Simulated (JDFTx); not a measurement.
**InRh: equation of state with PBEsol**

InRh:

```xyz
2
Lattice="3.1960 0.0000 0.0000 0.0000 3.1960 0.0000 0.0000 0.0000 3.1960" Properties=species:S:1:pos:R:3 pbc="T T T"
In    1.5980    1.5980    1.5980
Rh    0.0000    0.0000    0.0000
```

```yaml
Program: JDFTx 1.7.0 (patched build)
Task: equation of state
Functional: PBEsol
Potentials_or_basis: PseudoDojo-SR-PBEsol-0.4.1-standard with smoothed tails
Cutoff: 1197 eV
Density_cutoff: 9578 eV
k_mesh: 8 × 8 × 8
Occupations: fermi-dirac, width 0.05 eV
Spin: no spin polarisation
Local_potential_set_to_-Z/r_beyond: 6 bohr
Density_cutoff_over_wavefunction_cutoff: 8
Max_SCF_steps: 100
SCF_threshold_on_the_energy: 1e-09 Ha
Solver_of_the_electrons: scf
```

```
Equilibrium volume                      : 16.27 Å³/atom
Bulk modulus                            : 174 GPa
Pressure derivative of the bulk modulus : 5.2
```

Energy against volume, from the lowest point:
| volume (Å³/atom) | energy (meV/atom) |
| --- | --- |
| 15.343 | 32.03 |
| 15.670 | 12.78 |
| 15.996 | 2.43 |
| 16.323 | 0.00 |
| 16.649 | 4.54 |
| 16.976 | 15.24 |
| 17.302 | 31.36 |
